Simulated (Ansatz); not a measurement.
# Ga (bcc type): how the settings move a single-point run

Aim: see which settings change the result for Ga (bcc type), by how much, and at what cost.

Method: reference: DFT, LDA, PAW with Ansatz's default frozen-core files, scalar-relativistic, in Ansatz 0.2.0.

2 further runs of the same task are left out: 2 that didn't finish. Runs told in other sessions of the task aren't counted.

## 1. The starting structure

It takes space group Im-3m (No. 229, cubic). The conventional cell has a = 2.753 Å, b = 2.753 Å, c = 2.753 Å, α = 90.00°, β = 90.00°, γ = 90.00°. Ga (site symmetry m-3m) has 8 Ga at 2.38 Å in its first shell of neighbours.

Coordinates:

```cif
data_structure
_symmetry_space_group_name_H-M 'P 1'
_symmetry_Int_Tables_number 1
_cell_length_a 2.3843
_cell_length_b 2.3843
_cell_length_c 2.3843
_cell_angle_alpha 109.471
_cell_angle_beta 109.471
_cell_angle_gamma 109.471
_cell_volume 10.43
loop_
_atom_site_label
_atom_site_type_symbol
_atom_site_fract_x
_atom_site_fract_y
_atom_site_fract_z
_atom_site_occupancy
Ga1 Ga 0.00000 0.00000 0.00000 1
```

## 2. The reference run

input.yaml

```yaml
crystal:
  lattice:
    - [-1.3765671674, 1.3765671674, 1.3765671674]
    - [1.3765671674, -1.3765671674, 1.3765671674]
    - [1.3765671674, 1.3765671674, -1.3765671674]
  atoms:
    - { symbol: Ga, position: [0.0, 0.0, 0.0] }
kpoints:
  mp_grid: { grid: [16, 16, 16] }
scf:
  occupations: { method: fermi_dirac, width: 0.05 }
hamiltonian:
  xc: lda
  pseudopotentials: { kind: paw }
output:
  forces: true
  stress: true
  eigenvalues: true
  populations: true
```

On the command line:

```sh
ansatz run input.yaml --threads 1 --pin off --max-ram 2048MiB --backend cpu --events-out ev --progress --plain --runs-dir out
```

## 3. Variant: occupations.method methfessel_paxton, occupations.width 0.2, eigensolver.kind davidson

input.yaml: that of step 2 with these lines changed.

```diff
@@ -10,3 +10,4 @@
 scf:
-  occupations: { method: fermi_dirac, width: 0.05 }
+  occupations: { method: methfessel_paxton, width: 0.2 }
+  eigensolver: { kind: davidson }
 hamiltonian:
@@ -19 +20,5 @@
   populations: true
+  write_density: true
+  write_potential: true
+  elf: true
+  volumetric_format: npy
```

Before running it: what results should come out? Wanted: for each run, ending; energy change; pressure; gap; force.

As calculated:

| run | ending | energy change | pressure (GPa) | gap (eV) | force (eV/Å) | cycles | time |
| --- | --- | --- | --- | --- | --- | --- | --- |
| reference | converged | 0 | 111.1 | 0.00 | 0.00 | 7 | 2.2 s |
| 1: occupations.method methfessel_paxton, occupations.width 0.2, eigensolver.kind davidson | converged | +0.1 meV/atom (σ→0) | 111.2 | 0.00 | 0.00 | 5 | 2 s |

Times don't compare one to one where runs were asked for different outputs or read a saved state (see the inputs); cycles may leave out searches for a lower state.

Residual by cycle in the longest SCF loop of each run; runs are numbered as in the table. The quantity is the density residual dr2, in eV.

| cycle | reference | run 1 |
| --- | --- | --- |
| 1 | 0.00376 | 0.0038 |
| 2 | 8.6e-4 | 8.6e-4 |
| 3 | 3.9e-5 | 5.4e-5 |
| 4 | 2.4e-7 | 1.5e-7 |
| 5 | 2.6e-8 | 1.3e-8 |
| 6 | 6.2e-9 | - |
| 7 | 3.3e-10 | - |

What this shows: Changing the smearing and solver leaves the energy as it was (+0.1 meV/atom). The structure is not at rest: the sound run finds 111 GPa, so these are no properties of the relaxed crystal. 
